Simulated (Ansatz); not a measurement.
# AlO2: the cost of one run

Program: Ansatz 0.2.0. Level of theory: DFT PBE, scalar-relativistic, plane waves, PAW. These are calculated values, not measurements.

## Step 1: The system as given

Symmetry: Fd-3m, No. 227, cubic system. The conventional cell has a = 6.791 Å, b = 6.791 Å, c = 6.791 Å, α = 90.00°, β = 90.00°, γ = 90.00°. Al (site symmetry -43m) has 12 O at 2.82 Å and 4 Al at 2.94 Å as nearest neighbours. O (site symmetry -3m) has 6 O at 2.40 Å and 6 Al at 2.82 Å as nearest neighbours.

As a file:

```cif
data_structure
_symmetry_space_group_name_H-M 'P 1'
_symmetry_Int_Tables_number 1
_cell_length_a 4.8016
_cell_length_b 4.8016
_cell_length_c 4.8016
_cell_angle_alpha 60.000
_cell_angle_beta 60.000
_cell_angle_gamma 60.000
_cell_volume 78.28
loop_
_atom_site_label
_atom_site_type_symbol
_atom_site_fract_x
_atom_site_fract_y
_atom_site_fract_z
_atom_site_occupancy
Al1 Al 0.25000 0.25000 0.25000 1
Al2 Al 0.00000 0.00000 0.00000 1
O1 O 0.62500 0.12500 0.62500 1
O2 O 0.62500 0.62500 0.12500 1
O3 O 0.12500 0.62500 0.62500 1
O4 O 0.62500 0.62500 0.62500 1
```

Recipe of the guess: species swapped into a database cell of TiBe2 (Fd-3m, No. 227), with Al on the Ti sites and O on the Be sites. Its size is a rough estimate.

## Step 2: The guess as it stands, on a coarse mesh

The input, input.yaml:

```yaml
crystal:
  lattice:
    - [0.0, 3.39527006, 3.39527006]
    - [3.39527006, 0.0, 3.39527006]
    - [3.39527006, 3.39527006, 0.0]
  atoms:
    - { symbol: Al, position: [0.25, 0.25, 0.25] }
    - { symbol: Al, position: [0.0, 0.0, 0.0] }
    - { symbol: O, position: [0.625, 0.125, 0.625] }
    - { symbol: O, position: [0.625, 0.625, 0.125] }
    - { symbol: O, position: [0.125, 0.625, 0.625] }
    - { symbol: O, position: [0.625, 0.625, 0.625] }
basis:
  ecutwfc: 420
kpoints:
  mp_grid: { grid: [4, 4, 4] }
hamiltonian:
  xc: pbe
scf:
  occupations: { method: gaussian, width: 0.1 }
  lower_state_search: "off"
output:
  forces: true
  stress: true
  eigenvalues: true
```

Started as:

```
$ ansatz run input.yaml --threads 1 --pin off --max-ram 2560MiB --backend cpu --events-out ev --progress --plain --runs-dir out
```

What time and memory should one allow on 1 thread of Arm Neoverse V1, shared host?

About 1.1 s, with a peak of 0.29 GiB.
